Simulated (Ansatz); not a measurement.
# C2H5BrMg: basis-set convergence

The task here is to estimate one member of a computed series from the others.

Computed with Ansatz 0.2.0, Gaussian basis. Level: one geometry, several basis sets.

The runs, in order: PBE0-D4/def2-SVP; ωB97M-V/def2-SVP; PBE0-D4/def2-QZVPP; ωB97M-V/def2-QZVPP; the functionals' def2-TZVPP values are taken from earlier runs.

### Structure used throughout

All runs share one geometry, relaxed beforehand with PBE0-D4 in a triple-zeta def2 set.

SMILES `C[CH2][Mg][Br]`, 9 atoms, charge 0, spin multiplicity 1.

Atoms are counted from 1 here; the program's logs count them from 0.

Bond lengths: C1–C2 1.530 Å, C1–H5 1.094 Å, C1–H6 1.096 Å, C1–H7 1.094 Å, C2–Mg3 2.086 Å, C2–H8 1.097 Å, C2–H9 1.097 Å, Mg3–Br4 2.348 Å. Angles: C2–C1–H5 112.1°, C2–C1–H6 112.1°, C2–C1–H7 112.1°, H5–C1–H6 106.7°, H5–C1–H7 106.7°, H6–C1–H7 106.7°, C1–C2–Mg3 116.2°, C1–C2–H8 109.9°, C1–C2–H9 109.9°, Mg3–C2–H8 107.5°, Mg3–C2–H9 107.6°, H8–C2–H9 105.1°, C2–Mg3–Br4 179.8°.

The first run:

File in.yaml:

```yaml
crystal:
  periodic: [false, false, false]
  atoms:
    - {symbol: C, position_ang: [-0.502630, 0.995680, 0.503842]}
    - {symbol: C, position_ang: [0.356636, -0.269909, 0.508347]}
    - {symbol: Mg, position_ang: [0.470746, -1.312191, -1.294770]}
    - {symbol: Br, position_ang: [0.594612, -2.478252, -3.329320]}
    - {symbol: H, position_ang: [-1.544648, 0.784988, 0.245729]}
    - {symbol: H, position_ang: [-0.514864, 1.490344, 1.482120]}
    - {symbol: H, position_ang: [-0.142775, 1.735476, -0.217306]}
    - {symbol: H, position_ang: [1.381231, -0.024823, 0.813233]}
    - {symbol: H, position_ang: [-0.009807, -0.967612, 1.271026]}
basis:
  gaussian: {orbitals: def2-SVP}
hamiltonian: {xc: pbe0, dispersion: d4}
output: {orbitals: {seedname: orbitals}}
```

Among the steps run: PBE0-D4 in def2-SVP; ωB97M-V in def2-SVP; PBE0-D4 in def2-QZVPP; ωB97M-V in def2-QZVPP.

One of the session's tables, all rows but one given; the rest of the session is left out.

It belongs to the step «Functionals by basis». 

```
functional       basis  HOMO (eV)  LUMO (eV)
   PBE0-D4    def2-SVP      -6.97      -1.00
   PBE0-D4  def2-TZVPP          ?          ?
   PBE0-D4  def2-QZVPP      -6.97      -1.14
   ωB97M-V    def2-SVP      -9.16       0.25
   ωB97M-V  def2-TZVPP      -9.17       0.16
   ωB97M-V  def2-QZVPP      -9.17       0.00
```

**Question.** Estimate the row for PBE0-D4, def2-TZVPP.

The run gave: HOMO (eV): -6.97; LUMO (eV): -1.11.
